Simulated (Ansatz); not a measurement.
# GeHF (triplet): wave-function methods side by side, cc-pVTZ

How much of the correlation energy of GeHF (triplet) does each wave-function method recover here?

Method: cc-pVTZ, correlated electrons: outside noble gas; program: Ansatz 0.2.0, Gaussian basis.

Plan: UHF; CCSD(T) on ROHF; CCSD(T) on UHF; BCCD(T) on ROHF; CCSDT(Q) on ROHF; CCSDT(Q) on UHF.

## (1) The geometry

The geometry is a PBE0/def2-TZVP stationary point (not a proven minimum). No spin-orbit coupling is included. The filled d shell of Ge may be among the frozen orbitals whatever the setting's name suggests; the logs give the count.

3 atoms, charge 0, spin multiplicity 3.

Atoms are counted from 1 here; the program's logs count them from 0.

Bond lengths: Ge1–F2 1.745 Å, Ge1–H3 1.562 Å. Angles: F2–Ge1–H3 113.0°.

Coordinates:

```xyz
3

Ge    0.0000   -0.0395    0.3494
F     0.0000    0.0792   -1.3917
H     0.0000    1.3536    1.0549
```

In the tables R marks a restricted open-shell determinant and U an unrestricted one; correlation energies count from the lowest restricted Hartree-Fock solution.

## (2) UHF

Input file in.yaml:

```yaml
crystal:
  periodic: [false, false, false]
  atoms:
    - {symbol: Ge, position_ang: [0.000000, -0.039495, 0.349357]}
    - {symbol: F, position_ang: [0.000000, 0.079196, -1.391730]}
    - {symbol: H, position_ang: [0.000000, 1.353574, 1.054945]}
basis:
  gaussian: {orbitals: cc-pVTZ}
magnetization: {spin_polarized: true, initial_magnetization: 2}
hamiltonian: {xc: hf}
output: {orbitals: {seedname: orbitals}}
```

Command:

```sh
> ansatz run in.yaml --threads 1 --pin off --events-out ev --progress --plain --max-ram 2816MiB --backend cpu
```

Further steps of the session: CCSD(T) on ROHF; CCSD(T) on UHF; BCCD(T) on ROHF; CCSDT(Q) on ROHF; CCSDT(Q) on UHF.

**Question.** What will the summary of the whole plan be? Wanted: correlation energy, UCCSDT(Q); RMP2 from UCCSDT(Q); UMP2 from UCCSDT(Q); RCCSD from UCCSDT(Q); RCCSD(T) from UCCSDT(Q); UCCSD(T) from UCCSDT(Q); RCCSDT(Q) from UCCSDT(Q); T1 diagnostic.

The runs gave:

```
                                      quantity                                                   value
                 correlation energy, UCCSDT(Q)                                              -9.7512 eV
                           RMP2 from UCCSDT(Q)                                              +645.7 meV
                           UMP2 from UCCSDT(Q)                                              +623.3 meV
                          RCCSD from UCCSDT(Q)                                              +336.5 meV
                       RCCSD(T) from UCCSDT(Q)                                               +41.5 meV
                       UCCSD(T) from UCCSDT(Q)                                               +28.0 meV
                      RCCSDT(Q) from UCCSDT(Q)                                               +17.1 meV
levels of the table within 1 kcal/mol (43 meV)  RCCSD(T), UCCSD(T), BCCD(T), RCCSDT, UCCSDT, RCCSDT(Q)
                                 T1 diagnostic                                                   0.024
```

In words: RCCSD(T) misses by +41.5 meV, 0.4 % of the correlation energy. These misses are within one basis, not against nature; the frozen cores of restricted and unrestricted runs differ, which can shift their rows.
